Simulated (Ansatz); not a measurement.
# Ti (Ti, omega (AlB2-type)): the cost of one run

Program: Ansatz 0.2.0. Level of theory: DFT BLYP, plane waves (420 eV) with PAW, scalar-relativistic; the PAW data stem from PBE, with regenerated cores. These are calculated values, not measurements.

## Step 1: The system as given

The structure is hexagonal, space group P6/mmm (No. 191). Conventional cell: a = 4.638 Å, b = 4.638 Å, c = 2.843 Å, α = 90.00°, β = 90.00°, γ = 120.00°. Ti (site symmetry 6/mmm) has 14 Ti at 2.84 to 3.03 Å as nearest neighbours. Ti (site symmetry -6m2) is surrounded by 11 Ti at 2.68 to 3.03 Å.

Coordinates:

```cif
data_structure
_symmetry_space_group_name_H-M 'P 1'
_symmetry_Int_Tables_number 1
_cell_length_a 4.6383
_cell_length_b 4.6383
_cell_length_c 2.8433
_cell_angle_alpha 90.000
_cell_angle_beta 90.000
_cell_angle_gamma 120.000
_cell_volume 52.97
loop_
_atom_site_label
_atom_site_type_symbol
_atom_site_fract_x
_atom_site_fract_y
_atom_site_fract_z
_atom_site_occupancy
Ti1 Ti 0.00000 0.00000 0.00000 1
Ti2 Ti 0.33333 0.66667 0.50000 1
Ti3 Ti 0.66667 0.33333 0.50000 1
```

## Step 2: Geometry optimisation

input.yaml

```yaml
crystal:
  lattice:
    - [4.6382998794, 0.0, 0.0]
    - [-2.3191499397, 4.0168855259, 0.0]
    - [0.0, 0.0, 2.8432778261]
  atoms:
    - { symbol: Ti, position: [0.0, 0.0, 0.0] }
    - { symbol: Ti, position: [0.3333333333, 0.6666666667, 0.5] }
    - { symbol: Ti, position: [0.6666666667, 0.3333333333, 0.5] }
hamiltonian:
  xc: blyp
  pseudopotentials:
    kind: paw
    azcp:
      Ti: "pseudopotentials/Ti.paw.azcp"
basis:
  ecutwfc: 420
  fft_grid_basis: typed
kpoints:
  mp_grid: { grid: [8, 8, 11], shift: [0, 0, 0] }
magnetization:
  spin_polarized: false
scf:
  occupations: { method: fermi_dirac, width: 0.1 }
relax:
  max_steps: 60
  f_tol: 0.01
  cell: {}
```

Q: Estimate wall time and peak memory on 2 threads of an Arm CPU, shared host.

About 9.6 s, with a peak of 0.37 GiB.
